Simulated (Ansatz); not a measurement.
# H₇NSSi₂: one species, many methods

How much do the methods differ for H₇NSSi₂? The plan is to run it at one geometry with functionals of several rungs and with coupled cluster, and see how far each lands from CCSD(T) at the basis-set limit for the atomisation energy.

Program: Ansatz 0.2.0, Gaussian basis. Level of theory: functionals in def2-TZVPP, the program's frozen cores in correlated methods. These are calculated values, not measurements.

The runs, in order: PBE-D4, r2SCAN-D4, PBE0-D4, B3LYP-D4, ωB97X-V, ωB97M-V, B2PLYP; CCSD(T)/def2-TZVPP; MP2/def2-QZVPP; extrapolation to the limit.

## 1. The geometry

All runs share one geometry, relaxed beforehand with PBE0-D4 in a triple-zeta def2 set.

SMILES `N[SiH2]S[SiH3]`, 11 atoms, charge 0, spin multiplicity 1.

Atoms are counted from 1 here; the program's logs count them from 0.

Bond lengths: N1–Si2 1.707 Å, N1–H5 1.007 Å, N1–H6 1.007 Å, Si2–S3 2.154 Å, Si2–H7 1.482 Å, Si2–H8 1.486 Å, S3–Si4 2.132 Å, Si4–H9 1.485 Å, Si4–H10 1.483 Å, Si4–H11 1.486 Å. Angles: Si2–N1–H5 120.7°, Si2–N1–H6 119.6°, H5–N1–H6 111.3°, N1–Si2–S3 113.7°, N1–Si2–H7 106.6°, N1–Si2–H8 110.2°, S3–Si2–H7 109.3°, S3–Si2–H8 106.2°, H7–Si2–H8 110.9°, Si2–S3–Si4 97.2°, S3–Si4–H9 111.2°, S3–Si4–H10 106.5°, S3–Si4–H11 111.3°, H9–Si4–H10 109.8°, H9–Si4–H11 108.5°, H10–Si4–H11 109.5°.

## 2. PBE-D4 (GGA)

in.yaml reads:

```yaml
crystal:
  periodic: [false, false, false]
  atoms:
    - {symbol: N, position_ang: [-1.301480, 2.111637, 0.143624]}
    - {symbol: Si, position_ang: [-0.225630, 0.909736, -0.414066]}
    - {symbol: S, position_ang: [0.880122, -0.059909, 1.159445]}
    - {symbol: Si, position_ang: [0.968598, -1.995994, 0.270525]}
    - {symbol: H, position_ang: [-2.046918, 1.880105, 0.780439]}
    - {symbol: H, position_ang: [-0.963132, 3.046871, 0.301650]}
    - {symbol: H, position_ang: [0.721066, 1.582094, -1.335157]}
    - {symbol: H, position_ang: [-0.976389, -0.164336, -1.115116]}
    - {symbol: H, position_ang: [-0.375132, -2.627193, 0.224569]}
    - {symbol: H, position_ang: [1.876046, -2.808151, 1.117591]}
    - {symbol: H, position_ang: [1.508250, -1.931861, -1.112905]}
basis:
  gaussian: {orbitals: def2-TZVPP}
hamiltonian: {xc: pbe, dispersion: d4}
output: {forces: true, orbitals: {seedname: orbitals}}
```

Command:

```console
$ ansatz run in.yaml --threads 4 --pin off --events-out ev --progress --plain --max-ram 10444MiB
```

Output (excerpt; [...] marks lines left out):

```text
Functional definition: PBE
  name "PBE"
  cite "Perdew, Burke & Ernzerhof, Phys. Rev. Lett. 77, 3865 (1996) doi:10.1103/PhysRevLett.77.3865"
  parent pbe
[...]
1428 factors; their error is unknown
[...]
mean field -28183.40949856 eV, -1035.7211956711 hartree, gradient 3.0e-5 eV, S^2 0.000000; 0 other end points of the search recorded, 0 dependent functions left out
[...]
reference -28183.40954423 eV, -1035.7211973493 hartree; 29, 29 occupied and 226, 226 virtual orbitals, 1428 factors
Total energy: -28183.68609026 eV, -1035.7313602286 hartree
Atom 0 at    -1.301480     2.111637     0.143624 Å, force    -0.088632     0.023881    -0.184915 eV/Å
Atom 1 at    -0.225630     0.909736    -0.414066 Å, force     0.107554    -0.141543    -0.085630 eV/Å
Atom 2 at     0.880122    -0.059909     1.159445 Å, force     0.125241     0.083843     0.270740 eV/Å
Atom 3 at     0.968598    -1.995994     0.270525 Å, force    -0.011838    -0.018225    -0.022307 eV/Å
Atom 4 at    -2.046918     1.880105     0.780439 Å, force    -0.255276    -0.060527     0.223552 eV/Å
Atom 5 at    -0.963132     3.046871     0.301650 Å, force     0.099135     0.320327     0.068008 eV/Å
Atom 6 at     0.721066     1.582094    -1.335157 Å, force     0.092849     0.085824    -0.109978 eV/Å
Atom 7 at    -0.976389    -0.164336    -1.115116 Å, force    -0.088447    -0.110141    -0.085278 eV/Å
Atom 8 at    -0.375132    -2.627193     0.224569 Å, force    -0.140420    -0.080895    -0.012636 eV/Å
Atom 9 at     1.876046    -2.808151     1.117591 Å, force     0.098896    -0.091522     0.086527 eV/Å
Atom 10 at     1.508250    -1.931861    -1.112905 Å, force     0.060938    -0.011021    -0.148082 eV/Å
Dipole moment:    -0.211426     0.202413     0.032175 e Å
```

It took 2.1 s on 4 threads of Arm Neoverse V2, shared host; peak memory 0.35 GiB.

With the free atoms at this level, -28147.828 eV in sum, the atomisation energy is 35.858 eV. HOMO -6.04 eV, LUMO -0.77 eV.

## 3. r2SCAN-D4 (meta-GGA)

in.yaml: that of step 2 with these lines changed.

```diff
@@ -16,3 +16,3 @@
   gaussian: {orbitals: def2-TZVPP}
-hamiltonian: {xc: pbe, dispersion: d4}
+hamiltonian: {xc: r2scan, dispersion: d4}
 output: {forces: true, orbitals: {seedname: orbitals}}
```

Same command.

Output (excerpt; [...] marks lines left out):

```text
Functional definition: r2SCAN
  name "r2SCAN"
  cite "Furness, Kaplan, Ning, Perdew & Sun, J. Phys. Chem. Lett. 11, 8208 (2020) doi:10.1021/acs.jpclett.0c02405"
  cite "Furness, Kaplan, Ning, Perdew & Sun, J. Phys. Chem. Lett. 11, 9248 (2020) doi:10.1021/acs.jpclett.0c03077"
  parent r2scan
[...]
1428 factors; their error is unknown
[...]
mean field -28195.40185629 eV, -1036.1619066888 hartree, gradient 4.0e-5 eV, S^2 0.000000; 0 other end points of the search recorded, 0 dependent functions left out
[...]
reference -28195.40187025 eV, -1036.1619072019 hartree; 29, 29 occupied and 226, 226 virtual orbitals, 1428 factors
Total energy: -28195.46796384 eV, -1036.1643360964 hartree
Atom 0 at    -1.301480     2.111637     0.143624 Å, force    -0.003873    -0.004383    -0.058234 eV/Å
Atom 1 at    -0.225630     0.909736    -0.414066 Å, force    -0.003549     0.001806    -0.064342 eV/Å
Atom 2 at     0.880122    -0.059909     1.159445 Å, force     0.030806    -0.005155     0.059200 eV/Å
Atom 3 at     0.968598    -1.995994     0.270525 Å, force     0.012459    -0.053282    -0.000064 eV/Å
Atom 4 at    -2.046918     1.880105     0.780439 Å, force    -0.007925     0.024010     0.028308 eV/Å
Atom 5 at    -0.963132     3.046871     0.301650 Å, force    -0.016505     0.017388     0.029421 eV/Å
Atom 6 at     0.721066     1.582094    -1.335157 Å, force    -0.023153    -0.010908     0.007390 eV/Å
Atom 7 at    -0.976389    -0.164336    -1.115116 Å, force     0.009262     0.028662     0.004154 eV/Å
Atom 8 at    -0.375132    -2.627193     0.224569 Å, force     0.033738     0.003100    -0.004694 eV/Å
Atom 9 at     1.876046    -2.808151     1.117591 Å, force    -0.019787     0.008862    -0.026450 eV/Å
Atom 10 at     1.508250    -1.931861    -1.112905 Å, force    -0.011475    -0.010100     0.025311 eV/Å
Dipole moment:    -0.211816     0.193749     0.025994 e Å
```

It took 3.9 s on 4 threads of Arm Neoverse V2, shared host; peak memory 0.38 GiB.

Atomisation energy: 35.853 eV (free atoms -28159.614 eV, run apart). HOMO -6.33 eV, LUMO -0.34 eV.

## 4. PBE0-D4 (hybrid)

in.yaml: that of step 3 with these lines changed.

```diff
@@ -16,3 +16,3 @@
   gaussian: {orbitals: def2-TZVPP}
-hamiltonian: {xc: r2scan, dispersion: d4}
-output: {forces: true, orbitals: {seedname: orbitals}}
+hamiltonian: {xc: pbe0, dispersion: d4}
+output: {orbitals: {seedname: orbitals}}
```

Launched as before.

Output:

```text
Functional definition: PBE0
  name "PBE0"
  cite "Adamo & Barone, J. Chem. Phys. 110, 6158 (1999) doi:10.1063/1.478522"
  cite "Perdew, Burke & Ernzerhof, Phys. Rev. Lett. 77, 3865 (1996) doi:10.1103/PhysRevLett.77.3865"
  parent pbe
  parameter a = 0.25
  parameter kappa = 0.804
  parameter beta = 0.06672455060314922
  exchange = (1 - a)*pbe_x(kappa = kappa, mu = beta*pi^2/3) + a*exact_x
  correlation = pbe_c(beta = beta)
1465 factors; their error is unknown
mean field evaluation 1: about -28180.1083 eV, gradient 5.7e1 eV
mean field evaluation 2: about -28172.4345 eV, gradient 7.8e1 eV
mean field evaluation 4: about -28186.0932 eV, gradient 3.4e0 eV
mean field evaluation 8: about -28186.1215 eV, gradient 5.0e-2 eV
mean field evaluation 16: about -28186.1655 eV, gradient 3.2e-5 eV
mean field -28186.16554976 eV, -1035.8224786845 hartree, gradient 3.2e-5 eV, S^2 0.000000; 0 other end points of the search recorded, 0 dependent functions left out
reference -28186.16558461 eV, -1035.8224799651 hartree; 29, 29 occupied and 226, 226 virtual orbitals, 1465 factors
Total energy: -28186.40102012 eV, -1035.8311320607 hartree
```

It took 2.5 s on 4 threads of Arm Neoverse V2, shared host; peak memory 0.68 GiB.

With the free atoms at this level, -28150.826 eV in sum, the atomisation energy is 35.575 eV. HOMO -7.25 eV, LUMO 0.07 eV.

## 5. B3LYP-D4 (hybrid)

B3LYP here takes the VWN-RPA correlation.

in.yaml: that of step 4 with these lines changed.

```diff
@@ -16,3 +16,3 @@
   gaussian: {orbitals: def2-TZVPP}
-hamiltonian: {xc: pbe0, dispersion: d4}
-output: {orbitals: {seedname: orbitals}}
+hamiltonian: {xc: {name: B3LYP}, dispersion: d4}
+output: {forces: true, orbitals: {seedname: orbitals}}
```

Launched as before.

Output (excerpt; [...] marks lines left out):

```text
Functional definition: B3LYP
  name "B3LYP"
  cite "Stephens, Devlin, Chabalowski & Frisch, J. Phys. Chem. 98, 11623 (1994) doi:10.1021/j100096a001"
  cite "Becke, Phys. Rev. A 38, 3098 (1988) doi:10.1103/PhysRevA.38.3098"
  cite "Lee, Yang & Parr, Phys. Rev. B 37, 785 (1988) doi:10.1103/PhysRevB.37.785"
  cite "Vosko, Wilk & Nusair, Can. J. Phys. 58, 1200 (1980) doi:10.1139/p80-159"
[...]
1446 factors; their error is unknown
[...]
mean field -28200.22630557 eV, -1036.3392019298 hartree, gradient 6.7e-5 eV, S^2 0.000000; 0 other end points of the search recorded, 0 dependent functions left out
[...]
reference -28200.22659596 eV, -1036.3392126015 hartree; 29, 29 occupied and 226, 226 virtual orbitals, 1446 factors
Total energy: -28200.67629340 eV, -1036.3557386777 hartree
Atom 0 at    -1.301480     2.111637     0.143624 Å, force    -0.037356     0.048895     0.031869 eV/Å
Atom 1 at    -0.225630     0.909736    -0.414066 Å, force    -0.002771     0.002540    -0.261385 eV/Å
Atom 2 at     0.880122    -0.059909     1.159445 Å, force     0.054662     0.064360     0.144087 eV/Å
Atom 3 at     0.968598    -1.995994     0.270525 Å, force     0.052895    -0.280306    -0.053555 eV/Å
Atom 4 at    -2.046918     1.880105     0.780439 Å, force    -0.016143     0.031810     0.009070 eV/Å
Atom 5 at    -0.963132     3.046871     0.301650 Å, force    -0.030892     0.019135     0.012404 eV/Å
Atom 6 at     0.721066     1.582094    -1.335157 Å, force    -0.067011    -0.045997     0.050194 eV/Å
Atom 7 at    -0.976389    -0.164336    -1.115116 Å, force     0.048966     0.093926     0.040072 eV/Å
Atom 8 at    -0.375132    -2.627193     0.224569 Å, force     0.096748     0.034938    -0.003675 eV/Å
Atom 9 at     1.876046    -2.808151     1.117591 Å, force    -0.060180     0.042134    -0.061997 eV/Å
Atom 10 at     1.508250    -1.931861    -1.112905 Å, force    -0.038919    -0.011433     0.092914 eV/Å
Dipole moment:    -0.201497     0.182273     0.023990 e Å
```

It took 3.9 s on 4 threads of Arm Neoverse V2, shared host; peak memory 0.76 GiB.

With the free atoms at this level, -28164.754 eV in sum, the atomisation energy is 35.922 eV. HOMO -7.01 eV, LUMO -0.16 eV.

## 6. ωB97X-V (range-separated)

in.yaml: that of step 5 with these lines changed.

```diff
@@ -16,3 +16,3 @@
   gaussian: {orbitals: def2-TZVPP}
-hamiltonian: {xc: {name: B3LYP}, dispersion: d4}
-output: {forces: true, orbitals: {seedname: orbitals}}
+hamiltonian: {xc: {name: wB97X-V}}
+output: {orbitals: {seedname: orbitals}}
```

The command is unchanged.

Output (excerpt; [...] marks lines left out):

```text
Functional definition: wB97X-V
  name "wB97X-V"
  cite "Mardirossian & Head-Gordon, Phys. Chem. Chem. Phys. 16, 9904 (2014) doi:10.1039/C3CP54374A"
  cite "Becke, J. Chem. Phys. 107, 8554 (1997) doi:10.1063/1.475007"
  cite "Vydrov & Van Voorhis, J. Chem. Phys. 133, 244103 (2010) doi:10.1063/1.3521275"
[...]
      + integral(e_c_pw_opposite_spin*poly(b97_u_opposite, cos0, cos1)) + vv10(b, c)
1441 factors; their error is unknown
326 factors; integrals over basis functions are off by at most 1.2e-5 eV
[...]
mean field -28193.89118770 eV, -1036.1063906421 hartree, gradient 4.0e-5 eV, S^2 0.000000; 0 other end points of the search recorded, 0 dependent functions left out
reference -28193.89118537 eV, -1036.1063905564 hartree; 29, 29 occupied and 226, 226 virtual orbitals, 1441 factors
Total energy: -28193.89118537 eV, -1036.1063905564 hartree
```

Run time: 6.5 s. Hardware: 4 threads of Arm Neoverse V2, shared host; peak memory 0.82 GiB.

With the free atoms at this level, -28157.606 eV in sum, the atomisation energy is 36.285 eV. HOMO -9.58 eV, LUMO 2.03 eV.

## 7. ωB97M-V (range-separated)

in.yaml: that of step 6 with these lines changed.

```diff
@@ -16,3 +16,3 @@
   gaussian: {orbitals: def2-TZVPP}
-hamiltonian: {xc: {name: wB97X-V}}
-output: {orbitals: {seedname: orbitals}}
+hamiltonian: {xc: {name: wB97M-V}}
+output: {forces: true, orbitals: {seedname: orbitals}}
```

Launched as before.

Output (excerpt; [...] marks lines left out):

```text
Functional definition: wB97M-V
  name "wB97M-V"
  cite "Mardirossian & Head-Gordon, J. Chem. Phys. 144, 214110 (2016) doi:10.1063/1.4952647"
  cite "Becke, J. Chem. Phys. 107, 8554 (1997) doi:10.1063/1.475007"
  cite "Vydrov & Van Voorhis, J. Chem. Phys. 133, 244103 (2010) doi:10.1063/1.3521275"
  # Of w^i u^j: cxij and so on, Table III.
[...]
  gx(w, u) = 1 - cx + cx01*u + cx10*w
  gss(w, u) = css00 + css04*u^4 + css10*w + css20*w^2 + css43*w^4*u^3
  gos(w, u) = cos00 + cos10*w + (cos20 + cos21*u)*w^2 + (cos60 + cos61*u)*w^6
[...]
      + integral(e_c_pw_mod_opposite_spin*gos(b97_w_opposite, b97_u_opposite)) + vv10(b, c)
1441 factors; their error is unknown
326 factors; integrals over basis functions are off by at most 1.2e-5 eV
[...]
Atom 1 at    -0.225630     0.909736    -0.414066 Å, force     0.056966    -0.069340    -0.220837 eV/Å
Atom 2 at     0.880122    -0.059909     1.159445 Å, force    -0.004167     0.023975     0.013164 eV/Å
Atom 3 at     0.968598    -1.995994     0.270525 Å, force     0.017250    -0.198727    -0.064926 eV/Å
Atom 4 at    -2.046918     1.880105     0.780439 Å, force     0.013419     0.025537    -0.012332 eV/Å
Atom 5 at    -0.963132     3.046871     0.301650 Å, force    -0.025517    -0.018272     0.002113 eV/Å
Atom 6 at     0.721066     1.582094    -1.335157 Å, force    -0.106117    -0.081920     0.105134 eV/Å
Atom 7 at    -0.976389    -0.164336    -1.115116 Å, force     0.086275     0.111742     0.079940 eV/Å
Atom 8 at    -0.375132    -2.627193     0.224569 Å, force     0.161759     0.080781     0.002643 eV/Å
Atom 9 at     1.876046    -2.808151     1.117591 Å, force    -0.111802     0.097490    -0.106459 eV/Å
Atom 10 at     1.508250    -1.931861    -1.112905 Å, force    -0.068287     0.001989     0.161077 eV/Å
Dipole moment:    -0.200985     0.182632     0.028069 e Å
```

Wall time 9.5 s (4 threads of Arm Neoverse V2, shared host); peak memory 0.96 GiB.

Atomisation energy: 36.130 eV (free atoms -28159.624 eV, run apart). HOMO -9.42 eV, LUMO 1.67 eV.

## 8. B2PLYP (double hybrid)

in.yaml: that of step 7 with these lines changed.

```diff
@@ -16,3 +16,2 @@
   gaussian: {orbitals: def2-TZVPP}
-hamiltonian: {xc: {name: wB97M-V}}
-output: {forces: true, orbitals: {seedname: orbitals}}
+hamiltonian: {xc: {name: B2PLYP}}
```

Launched as before.

Output (excerpt; [...] marks lines left out):

```text
Functional definition: B2PLYP
  name "B2PLYP"
  cite "Grimme, J. Chem. Phys. 124, 034108 (2006) doi:10.1063/1.2148954"
  cite "Becke, Phys. Rev. A 38, 3098 (1988) doi:10.1103/PhysRevA.38.3098"
  cite "Lee, Yang & Parr, Phys. Rev. B 37, 785 (1988) doi:10.1103/PhysRevB.37.785"
[...]
1449 factors; integrals over basis functions are off by at most 9.4e-4 eV
[...]
mean field -28181.30206958 eV, -1035.6437490844 hartree, gradient 1.9e-6 eV, S^2 0.000000; 0 other end points of the search recorded, 0 dependent functions left out
16 core orbitals not correlated: weight in the atoms' cores, before any rotation towards them, 1.000 or more for the frozen orbitals, at most 0.000 for the correlated occupied ones
reference -28181.30225464 eV, -1035.6437558855 hartree; 13, 13 occupied and 226, 226 virtual orbitals, 1449 factors
second order -21.49356235 eV of doubles, -0.00000000 eV of singles
Total energy: -28187.10551648 eV, -1035.8570218243 hartree
```

Run time: 4.1 s. Hardware: 4 threads of Arm Neoverse V2, shared host; peak memory 0.64 GiB.

Atomisation energy: 35.385 eV (free atoms -28151.721 eV, run apart).

## 9. Frontier levels by functional

Dipoles come from the runs that computed forces. Levels, from each run's orbital file:

| functional | HOMO (eV) | LUMO (eV) | gap (eV) | dipole (D) |
| --- | --- | --- | --- | --- |
| PBE-D4 | -6.04 | -0.77 | 5.26 | 1.41 |
| r2SCAN-D4 | -6.33 | -0.34 | 5.98 | 1.38 |
| PBE0-D4 | -7.25 | 0.07 | 7.32 |  |
| B3LYP-D4 | -7.01 | -0.16 | 6.84 | 1.31 |
| ωB97X-V | -9.58 | 2.03 | 11.61 |  |
| ωB97M-V | -9.42 | 1.67 | 11.09 | 1.31 |

## 10. CCSD(T) in def2-TZVPP

in.yaml: that of step 8 with these lines changed.

```diff
@@ -16,2 +16,2 @@
   gaussian: {orbitals: def2-TZVPP}
-hamiltonian: {xc: {name: B2PLYP}}
+correlation: {method: ccsd_t}
```

The command is unchanged.

Output (excerpt; [...] marks lines left out):

```text
Functional definition: HF
  name "HF"
  cite "Fock, Z. Phys. 61, 126 (1930) doi:10.1007/BF01340294"
  parent pbe
[...]
1449 factors; integrals over basis functions are off by at most 9.4e-4 eV
[...]
mean field -28138.37567425 eV, -1034.0662331527 hartree, gradient 2.8e-6 eV, S^2 0.000000; 0 other end points of the search recorded, 0 dependent functions left out
16 core orbitals not correlated: weight in the atoms' cores, before any rotation towards them, 1.000 or more for the frozen orbitals, at most 0.000 for the correlated occupied ones
reference -28138.37567425 eV, -1034.0662331527 hartree; 13, 13 occupied and 226, 226 virtual orbitals, 1449 factors
second order -17.57578994 eV of doubles, -0.00000000 eV of singles
cycle   1  -18.57643499 eV  change    -1.0e0 eV  update   9.3e-2
[...]
cycle   9  -19.15817611 eV  change   -1.9e-5 eV  update   2.1e-5
perturbative correction -0.76242893 eV, -0.0280187464 hartree
Total energy: -28158.29627929 eV, -1034.7983018852 hartree
```

Run time: 75 s. Hardware: 4 threads of Arm Neoverse V2, shared host; peak memory 5.1 GiB.

## 11. MP2 in def2-QZVPP

in.yaml: that of step 10 with these lines changed.

```diff
@@ -15,3 +15,3 @@
 basis:
-  gaussian: {orbitals: def2-TZVPP}
-correlation: {method: ccsd_t}
+  gaussian: {orbitals: "def2-QZVPP.json"}
+correlation: {method: mp2}
```

Launched as before.

Output:

```text
Functional definition: HF
  name "HF"
  cite "Fock, Z. Phys. 61, 126 (1930) doi:10.1007/BF01340294"
  parent pbe
  exchange = exact_x
  correlation = 0
2794 factors; integrals over basis functions are off by at most 9.3e-4 eV
mean field evaluation 1: about -28135.6803 eV, gradient 3.7e1 eV
mean field evaluation 2: about -28135.8393 eV, gradient 3.7e1 eV
mean field evaluation 4: about -28139.2019 eV, gradient 3.5e0 eV
mean field evaluation 8: about -28139.2608 eV, gradient 2.2e-1 eV
mean field -28139.26105266 eV, -1034.0987702091 hartree, gradient 2.8e-6 eV, S^2 0.000000; 0 other end points of the search recorded, 0 dependent functions left out
16 core orbitals not correlated: weight in the atoms' cores, before any rotation towards them, 1.000 or more for the frozen orbitals, at most 0.000 for the correlated occupied ones
reference -28139.26105266 eV, -1034.0987702091 hartree; 13, 13 occupied and 448, 448 virtual orbitals, 2794 factors
second order -18.96426571 eV of doubles, -0.00000000 eV of singles
Total energy: -28158.22531837 eV, -1034.7956941195 hartree
```

Wall time 15 s (4 threads of Arm Neoverse V2, shared host); peak memory 2.7 GiB.

Energy pieces by basis (eV):

| basis | HF | MP2 correlation | CCSD correlation | (T) | total |
| --- | --- | --- | --- | --- | --- |
| def2-TZVPP | -28138.3757 | -17.5758 | -19.1582 | -0.7624 | -28158.2963 |
| def2-QZVPP | -28139.2611 | -18.9643 |  |  | -28158.2253 (MP2) |

The report of the def2-TZVPP run gives T1 = 0.0110.

## 12. Extrapolating to the complete basis

This step is arithmetic on the last runs, with X = 3 and 4: exp(−7.88√X) for Hartree-Fock, X^−2.97 for correlation; only MP2 was run in the larger set, so CCSD(T) minus MP2 is added from the smaller one.

| level | energy at the limit (eV) |
| --- | --- |
| HF | -28139.3830 |
| MP2 | -28159.3758 |
| CCSD | -28160.9582 |
| CCSD(T) | -28161.7206 |

## 13. All levels against the reference

Atomisation energy = energies of 1 N, 2 Si, 1 S, 7 H (separate runs, same level) minus the molecule's; electronic only, no spin-orbit term.

Differences are taken before rounding.

| method | rung | atoms, summed (eV) | atomisation energy (eV) | from CCSD(T)/CBS (eV) | time |
| --- | --- | --- | --- | --- | --- |
| PBE-D4 | GGA | -28147.828 | 35.858 | -0.170 | 2.1 s |
| r2SCAN-D4 | meta-GGA | -28159.614 | 35.853 | -0.174 | 3.9 s |
| PBE0-D4 | hybrid | -28150.826 | 35.575 | -0.453 | 2.5 s |
| B3LYP-D4 | hybrid | -28164.754 | 35.922 | -0.105 | 3.9 s |
| ωB97X-V | range-separated | -28157.606 | 36.285 | +0.257 | 6.5 s |
| ωB97M-V | range-separated | -28159.624 | 36.130 | +0.102 | 9.5 s |
| B2PLYP | double hybrid | -28151.721 | 35.385 | -0.643 | 4.1 s |
| HF/def2-TZVPP | wavefunction | -28112.222 | 26.154 | -9.874 |  |
| MP2/def2-TZVPP | wavefunction | -28121.024 | 34.928 | -1.100 |  |
| CCSD/def2-TZVPP | wavefunction | -28123.098 | 34.436 | -1.591 |  |
| CCSD(T)/def2-TZVPP | wavefunction | -28123.424 | 34.873 | -1.155 | 75 s |
| MP2/CBS | wavefunction | -28123.293 | 36.082 | +0.055 |  |
| CCSD(T)/CBS | wavefunction | -28125.693 | 36.028 | 0 | 89 s |

Among the levels timed on like hardware and quicker than the yardstick, those that no quicker one beats, quickest first: PBE-D4 (2.1 s, -0.170 eV); B3LYP-D4 (3.9 s, -0.105 eV); ωB97M-V (9.5 s, +0.102 eV).

B2PLYP carry no dispersion term (for B3LYP, D4 adds 0.450 eV).

Times are those of the molecule's run; HF, MP2 and CCSD come out of the CCSD(T) runs, and the limit's time is the sum of the runs that it needs.

## 14. Outcome

| quantity | value |
| --- | --- |
| atomisation energy, CCSD(T)/CBS | 36.028 eV |
| functionals within 0.180 eV (0.5 %) | PBE-D4, r2SCAN-D4, B3LYP-D4, ωB97M-V |
| farthest | B2PLYP (-0.643 eV) |
| mean size of error, hybrid | 0.279 eV |
| mean size of error, range-separated | 0.180 eV |
| gap, smallest and largest | 5.26 eV (PBE-D4), 11.61 eV (ωB97X-V) |
| T1 diagnostic | 0.0110 |
| triples share of the correlation energy | 3.8 % |

In words: PBE-D4 misses by -0.170 eV. Double hybrids carry the basis error of their MP2 part in triple zeta, and no dispersion term here, so their miss is partly the set-up's. Misses under about 0.180 eV are within the doubt on the reference itself, which lacks core-valence correlation, relativity and higher excitations. Hartree-Fock recovers 73 % of the binding; the rest is correlation. The gap grows from 5.3 to 11.6 eV across the functionals, mostly with the share of exact exchange.

ωB97M-V reaches 0.102 eV from the reference in 9.5 s, where CCSD(T)/CBS took 89 s; the quickest level in the cost chart, PBE-D4, takes 2.1 s and misses by 0.170 eV.
